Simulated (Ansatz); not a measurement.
## C₃H₇NOSi, SMILES CO[SiH](C)C#N: a single point in a Gaussian basis, step by step

With Ansatz 0.2.0, Python API.

`c3h7nosi.xyz`
```text
13

C    -2.04870    0.59400   -0.36020
O    -1.14550   -0.06020    0.41350
Si    0.38360   -0.21570   -0.19580
C     1.52480   -1.28920    0.92310
C     1.28430    1.43200   -0.49020
N     1.80740    2.47490   -0.65780
H    -2.21070    0.16050   -1.34290
H    -1.77560    1.70640   -0.51010
H    -3.05110    0.63000    0.19890
H     0.29150   -0.91930   -1.46250
H     2.43670   -1.45650    0.52310
H     1.00150   -2.27180    1.07620
H     1.52220   -0.81970    1.89940
```

The cells in order, each with its output:

In [1]:
```python
from dataclasses import dataclass

import ansatz as az
```

In [2]:
```python
@dataclass
class RunConfig:
    basis_set: str = "def2-SVP"
    functional: str = "BLYP"
    dispersion: str = "d4"
```

In [3]:
```python
settings = RunConfig()
```

In [4]:
```python
system = az.Crystal.molecule_from_extxyz("c3h7nosi.xyz")
```

In [5]:
```python
calc = (
    system.calculation()
    .basis(gaussian=settings.basis_set)
    .functional(settings.functional, dispersion=settings.dispersion)
)
print(calc.to_yaml())
outcome = calc.run(threads=1)
r = outcome.report

r["free_energy_ev"]
```
```text
crystal:
  periodic: [false, false, false]
  atoms:
    - { symbol: C, position_ang: [-2.0487, 0.594, -0.3602] }
    - { symbol: O, position_ang: [-1.1455, -0.0602, 0.4135] }
    - { symbol: Si, position_ang: [0.3836, -0.2157, -0.1958] }
    - { symbol: C, position_ang: [1.5248, -1.2892, 0.9231] }
    - { symbol: C, position_ang: [1.2843, 1.432, -0.4902] }
    - { symbol: "N", position_ang: [1.8074, 2.4749, -0.6578] }
    - { symbol: H, position_ang: [-2.2107, 0.1605, -1.3429] }
    - { symbol: H, position_ang: [-1.7756, 1.7064, -0.5101] }
    - { symbol: H, position_ang: [-3.0511, 0.63, 0.1989] }
    - { symbol: H, position_ang: [0.2915, -0.9193, -1.4625] }
    - { symbol: H, position_ang: [2.4367, -1.4565, 0.5231] }
    - { symbol: H, position_ang: [1.0015, -2.2718, 1.0762] }
    - { symbol: H, position_ang: [1.5222, -0.8197, 1.8994] }
basis:
  gaussian:
    orbitals: def2-SVP
hamiltonian:
  xc: blyp
  dispersion: d4
```
Out [5]:
```text
-14630.422246941747
```

In [6]:
```python
r["published_state_doubts"]
```
Out [6]:
```text
[]
```

In [7]:
```python
print("reference energy %16.6f eV" % r["reference_energy_ev"])
print("total energy     %16.6f eV" % r["free_energy_ev"])
print("occupied orbitals outside the frozen core (up, down):", r["n_occupied"], " frozen:", r["n_frozen"], " virtual:", r["n_virtual"])
```
```text
reference energy    -14629.840149 eV
total energy        -14630.422247 eV
occupied orbitals outside the frozen core (up, down): [27, 27]  frozen: 0  virtual: [96, 96]
```

Caveats:
- Total energies depend on the basis set; only differences at equal settings carry meaning.
- The geometry is a force-field or estimated start, not a minimum of this method, and the basis set is short of its limit.
- Total less reference energy is the dispersion correction.
- Hardware and time: 4.1 s on 1 thread of Arm Neoverse V1 (shared host), peak memory 0.21 GiB.
